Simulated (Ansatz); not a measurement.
# CH₃ClF₂Si: small, medium and large basis sets

One table from this session's results is given with a row withheld; the runs are named, their logs left out.

Program: Ansatz 0.2.0, Gaussian basis. Level of theory: one geometry, several basis sets. These are calculated values, not measurements.

Plan: PBE0-D4/def2-SVP; ωB97M-V/def2-SVP; PBE0-D4/def2-QZVPP; ωB97M-V/def2-QZVPP; the functionals' def2-TZVPP values are taken from earlier runs.

## The relaxed structure

An earlier PBE0-D4 in a triple-zeta def2 set relaxation fixed the geometry.

SMILES `F[SiH2]C(F)Cl`, 8 atoms, charge 0, spin multiplicity 1.

Atoms are counted from 1 here; the program's logs count them from 0.

Bond lengths: F1–Si2 1.594 Å, Si2–C3 1.901 Å, Si2–H6 1.481 Å, Si2–H7 1.477 Å, C3–F4 1.372 Å, C3–Cl5 1.775 Å, C3–H8 1.092 Å. Angles: F1–Si2–C3 107.7°, F1–Si2–H6 108.4°, F1–Si2–H7 109.9°, C3–Si2–H6 109.1°, C3–Si2–H7 108.9°, H6–Si2–H7 112.6°, Si2–C3–F4 108.7°, Si2–C3–Cl5 109.4°, Si2–C3–H8 114.7°, F4–C3–Cl5 109.6°, F4–C3–H8 108.1°, Cl5–C3–H8 106.2°.

Set-up of the first run:

File in.yaml:

```yaml
crystal:
  periodic: [false, false, false]
  atoms:
    - {symbol: F, position_ang: [-1.413013, 1.498220, -0.133683]}
    - {symbol: Si, position_ang: [-0.077483, 0.838519, 0.434921]}
    - {symbol: C, position_ang: [0.067019, -0.905334, -0.306749]}
    - {symbol: F, position_ang: [1.171850, -1.520584, 0.225915]}
    - {symbol: Cl, position_ang: [0.244288, -0.783820, -2.069109]}
    - {symbol: H, position_ang: [-0.198028, 0.731280, 1.907079]}
    - {symbol: H, position_ang: [1.094545, 1.634286, 0.016685]}
    - {symbol: H, position_ang: [-0.796979, -1.549666, -0.130758]}
basis:
  gaussian: {orbitals: def2-SVP}
hamiltonian: {xc: pbe0, dispersion: d4}
output: {orbitals: {seedname: orbitals}}
```

The run is started by

```
ansatz run in.yaml --threads 4 --pin off --events-out ev --progress --plain --max-ram 10444MiB
```

Among the steps run: PBE0-D4 in def2-SVP; ωB97M-V in def2-SVP; PBE0-D4 in def2-QZVPP; ωB97M-V in def2-QZVPP.

One of the session's tables, all rows but one given; the rest of the session is left out.

It belongs to the step «Functionals by basis». 

```
functional       basis  HOMO (eV)  LUMO (eV)
   PBE0-D4    def2-SVP      -8.36       0.04
   PBE0-D4  def2-TZVPP      -8.49      -0.42
   PBE0-D4  def2-QZVPP      -8.53      -0.55
   ωB97M-V    def2-SVP     -10.58       2.06
   ωB97M-V  def2-TZVPP          ?          ?
   ωB97M-V  def2-QZVPP     -10.80       1.07
```

Q: Estimate the row for ωB97M-V, def2-TZVPP from the others.

As computed: HOMO (eV): -10.75; LUMO (eV): 1.38. In the column «HOMO (eV)» it lies between ωB97M-V, def2-QZVPP (-10.80) and ωB97M-V, def2-SVP (-10.58).
